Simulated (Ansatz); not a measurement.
# C4H10Sn: vertical ionisation energy

How much energy removes an electron from C4H10Sn at fixed geometry? The cation is run at each level and the neutral's energy taken from earlier runs.

Computed with Ansatz 0.2.0, Gaussian basis. Level: unrestricted cation, the program's frozen cores in correlated methods.

Levels to be run: UKS PBE-D4/def2-TZVPP; UKS r2SCAN-D4/def2-TZVPP; UKS PBE0-D4/def2-TZVPP; UKS B3LYP-D4/def2-TZVPP; UKS wB97X-V/def2-TZVPP; UKS wB97M-V/def2-TZVPP; UKS B2PLYP/def2-TZVPP; UHF-CCSD(T)/def2-TZVPP; UHF-MP2/def2-QZVPP; extrapolation to the limit; then −ε(HOMO) from the neutral's earlier runs with LDA (SPW92), PBE-D4, revPBE-D4, BLYP-D4, r2SCAN-D4, B97M-V, PBE0-D4, B3LYP-D4, r2SCANh-D4, r2SCAN0-D4, HSE06-D4, BHLYP-D4, CAM-B3LYP-D4, LC-ωPBE, ωB97X-V, ωB97M-V.

## (1) The relaxed structure

The geometry comes from an earlier relaxation with PBE0-D4 in a triple-zeta def2 set; it is a stationary point, not always the lowest conformer. Sn takes the def2 core potential; no spin-orbit term is included.

15 atoms, charge 0, spin multiplicity 1.

Atoms are counted from 1 here; the program's logs count them from 0.

Bond lengths: C1–C2 1.524 Å, C1–H6 1.095 Å, C1–H7 1.095 Å, C1–H8 1.093 Å, C2–Sn3 2.205 Å, C2–H9 1.093 Å, C2–H10 1.097 Å, Sn3–C4 2.206 Å, C4–C5 1.524 Å, C4–H11 1.093 Å, C4–H12 1.098 Å, C5–H13 1.095 Å, C5–H14 1.095 Å, C5–H15 1.093 Å. Angles: C2–C1–H6 111.9°, C2–C1–H7 112.1°, C2–C1–H8 111.8°, H6–C1–H7 106.6°, H6–C1–H8 107.0°, H7–C1–H8 107.1°, C1–C2–Sn3 113.5°, C1–C2–H9 110.8°, C1–C2–H10 110.4°, Sn3–C2–H9 108.3°, Sn3–C2–H10 107.1°, H9–C2–H10 106.5°, C2–Sn3–C4 94.7°, Sn3–C4–C5 114.8°, Sn3–C4–H11 108.0°, Sn3–C4–H12 106.2°, C5–C4–H11 110.9°, C5–C4–H12 110.4° and more.

## (2) Cation, UKS PBE-D4/def2-TZVPP

File in.yaml:

```yaml
crystal:
  periodic: [false, false, false]
  atoms:
    - {symbol: C, position_ang: [-0.533149, 0.482616, 1.816291]}
    - {symbol: C, position_ang: [0.919991, 0.482546, 1.355648]}
    - {symbol: Sn, position_ang: [1.505017, -1.360030, 0.294954]}
    - {symbol: C, position_ang: [-0.091429, -1.211453, -1.219631]}
    - {symbol: C, position_ang: [-0.177531, 0.135041, -1.927293]}
    - {symbol: H, position_ang: [-0.746573, -0.348856, 2.495994]}
    - {symbol: H, position_ang: [-0.794010, 1.400306, 2.354333]}
    - {symbol: H, position_ang: [-1.225879, 0.394566, 0.975252]}
    - {symbol: H, position_ang: [1.596248, 0.619018, 2.203623]}
    - {symbol: H, position_ang: [1.105226, 1.320485, 0.672160]}
    - {symbol: H, position_ang: [0.050474, -2.021724, -1.939876]}
    - {symbol: H, position_ang: [-1.031454, -1.428919, -0.695571]}
    - {symbol: H, position_ang: [0.749580, 0.378361, -2.456146]}
    - {symbol: H, position_ang: [-0.978601, 0.156181, -2.674019]}
    - {symbol: H, position_ang: [-0.369810, 0.951162, -1.226317]}
basis:
  gaussian: {orbitals: def2-TZVPP}
total_charge: 1
magnetization: {spin_polarized: true, initial_magnetization: 1}
hamiltonian: {xc: pbe, dispersion: d4}
```

Launch:

```sh
$ ansatz run in.yaml --threads 2 --pin off --events-out ev --progress --plain --max-ram 20480MiB --backend cuda --devices 0, --max-vram 18GiB
```

Further steps of the session: Cation, UKS r2SCAN-D4/def2-TZVPP; Cation, UKS PBE0-D4/def2-TZVPP; Cation, UKS B3LYP-D4/def2-TZVPP; Cation, UKS wB97X-V/def2-TZVPP; Cation, UKS wB97M-V/def2-TZVPP; Cation, UKS B2PLYP (frozen core)/def2-TZVPP; Cation, UHF-CCSD(T)/def2-TZVPP; Cation, UHF-MP2/def2-QZVPP.

Before running them: what should the planned runs give, taken together? Wanted: ionisation energy, CCSD(T)/CBS; nearest functional by difference; nearest −ε(HOMO); −ε(HOMO) of PBE; T1 of the cation.

The runs gave:

```
                        quantity                value
  ionisation energy, CCSD(T)/CBS              7.83 eV
nearest functional by difference  B3LYP-D4 (-0.18 eV)
                nearest −ε(HOMO)   ωB97X-V (-0.03 eV)
                 −ε(HOMO) of PBE              4.75 eV
                T1 of the cation                0.015
```

By cation minus neutral, the functionals miss by 0.39 eV at most. The PBE orbital energy is 3.1 eV too small: a semilocal HOMO is no ionisation energy. Among orbital estimates ωB97X-V comes nearest. Hartree-Fock falls 1.10 eV short, as the neutral has more correlation energy than the cation. The cation may have settled in a state other than its lowest; no search over hole states beyond the program's own was made. Correlated methods include outer-core shells of Sn, which these sets cover unevenly. With outer-core shells in play the reference is unsure by up to some tenths of an eV, so close misses can't be ranked.
